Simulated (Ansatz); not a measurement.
**WH (sextet): wave-function methods side by side, def2-TZVP**

How much of the correlation energy of WH (sextet) does each wave-function method recover here?

Method: def2-TZVP, core rule «outside noble gas», up to 4 orbitals frozen; program: Ansatz 0.2.0, Gaussian basis.

Plan: UHF; CCSD(T) on ROHF; CCSD(T) on UHF; CISD as a restricted active space (open shells left free, so some higher excitations enter); CCSDT(Q) on ROHF; CCSDT(Q) on UHF; CISDTQ; CCSDTQ on ROHF; CCSDTQ on UHF; CASSCF and MRCISD+Q, 7 electrons in 7 orbitals; CASSCF and MRCISD+Q(relaxed), 7 electrons in 7 orbitals; CASSCF and NEVPT2, 7 electrons in 7 orbitals.

9 further runs of the same task are left out: 2 for a known fault of the program, 2 that didn't finish, 5 set aside as unsound or not needed. Runs told in other sessions of the task aren't counted.

## Step 1: The system

The geometry is a PBE0/def2-TZVP stationary point (not a proven minimum) of the parent state, kept for this charge and spin. No spin-orbit coupling is included. Elements past krypton take def2 core potentials.

2 atoms, charge 0, spin multiplicity 6.

Atoms are counted from 1 here; the program's logs count them from 0.

Bond lengths: W1–H2 1.690 Å.

## Step 2: UHF

Contents of in.yaml:

```yaml
crystal:
  periodic: [false, false, false]
  atoms:
    - {symbol: W, position_ang: [0.000000, 0.000000, 0.000000]}
    - {symbol: H, position_ang: [0.000000, 0.000000, 1.689971]}
basis:
  gaussian: {orbitals: def2-TZVP}
magnetization: {spin_polarized: true, initial_magnetization: 5}
hamiltonian: {xc: hf}
output: {orbitals: {seedname: orbitals}}
```

Launch:

```bash
$ ansatz run in.yaml --threads 1 --pin off --events-out ev --progress --plain --max-ram 4160MiB --backend cpu
```

The runs that follow: CCSD(T) on ROHF; CCSD(T) on UHF; CISD as a restricted active space (open shells left free, so some higher excitations enter); CCSDT(Q) on ROHF; CCSDT(Q) on UHF; CISDTQ; CCSDTQ on ROHF; CCSDTQ on UHF; CASSCF and MRCISD+Q, 7 electrons in 7 orbitals; CASSCF and MRCISD+Q(relaxed), 7 electrons in 7 orbitals; CASSCF and NEVPT2, 7 electrons in 7 orbitals.

Q: Predict the results of all the runs planned. Wanted: UCCSDTQ from the RHF energy; RMP2 from UCCSDTQ; UMP2 from UCCSDTQ; RCCSD from UCCSDTQ; RCCSD(T) from UCCSDTQ; UCCSD(T) from UCCSDTQ; RCCSDT(Q) from UCCSDTQ; UCCSDT(Q) from UCCSDTQ; NEVPT2 valence from UCCSDTQ.

The runs gave:

| quantity | value |
| --- | --- |
| UCCSDTQ from the ROHF energy | -3.0858 eV |
| RMP2 from UCCSDTQ | +651.3 meV |
| UMP2 from UCCSDTQ | +512.3 meV |
| RCCSD from UCCSDTQ | +197.0 meV |
| RCCSD(T) from UCCSDTQ | +130.4 meV |
| UCCSD(T) from UCCSDTQ | +18.9 meV |
| RCCSDT(Q) from UCCSDTQ | +111.7 meV |
| UCCSDT(Q) from UCCSDTQ | +0.4 meV |
| NEVPT2 valence from UCCSDTQ | +829.4 meV |
| MRCISD+Q valence from UCCSDTQ | +137.6 meV |
| MRCISD+Q(relaxed) valence from UCCSDTQ | +121.7 meV |
| levels within 1 kcal/mol (43 meV) | UCCSD(T), UCCSDT, UCCSDT(Q) |
| T1 diagnostic | 0.039 |
| effectively unpaired electrons | 5.01 |

In words: RCCSD(T) misses by +130.4 meV, 4.2 % of the correlation energy. CCSD(T) misses by +130.4 meV on the restricted determinant and by +18.9 meV on the unrestricted one; the two need not hold the same state or core. One determinant dominates. Of the multireference levels listed MRCISD+Q(relaxed) valence comes nearest in total energy (+121.7 meV), which doesn't show that its space is the better one. These misses are within one basis, not against nature; the frozen cores of restricted and unrestricted runs differ, which can shift their rows.

With open shells the CI space here admits some higher excitations, so it is larger than plain CISD.
